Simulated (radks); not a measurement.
# Exchange and kinetic functionals tested on atomic densities: Mg, N, Ar³⁺, Te⁴⁺, Bi⁴⁺, P

The task here is to estimate one member of a computed series from the others.

Program: radks (a radial shooting solver on a logarithmic mesh, Libxc functionals) version 1. Level of theory: non-relativistic Kohn-Sham, exchange-only B88, spin-polarised, spherical densities, point nucleus; open shells are filled with parallel spins first. These are calculated values, not measurements, unless marked.

### Starting point

```
species : Mg ([Ne] 3s2), N ([He] 2s2 2p3), Ar³⁺ ([Ne] 3s2 3p3), Te⁴⁺ ([Kr] 4d10 5s2), Bi⁴⁺ ([Xe] 4f14 5d10 6s1), P ([Ne] 3s2 3p3)
```

The first run:

Settings of this run:

```text
Z 12
configuration [Ne] 3s2
relativity non-relativistic
functional b88,
spin polarised
nucleus point
```

Among the steps run: Mg, [Ne] 3s2.

One of the session's tables, all rows but one given; the rest of the session is left out.

It belongs to the step «Mg, [Ne] 3s2». From the orbitals of this run (lengths in bohr):

| level | <r> | outermost maximum (interpolated) | 90 % within | nodes |
| --- | --- | --- | --- | --- |
| 1s | 0.1309 | 0.0854 | 0.234 | 0 |
| 2s | ? | ? | ? | ? |
| 2p | 0.6907 | 0.478 | 1.18 | 0 |
| 3s | 3.207 | 2.55 | 5.00 | 2 |

Q: Estimate the row for 2s from the others.

As computed: <r>: 0.6999; outermost maximum (interpolated): 0.548; 90 % within: 1.11; nodes: 1. In the column «<r>» it lies between 2p (0.6907) and 3s (3.207).
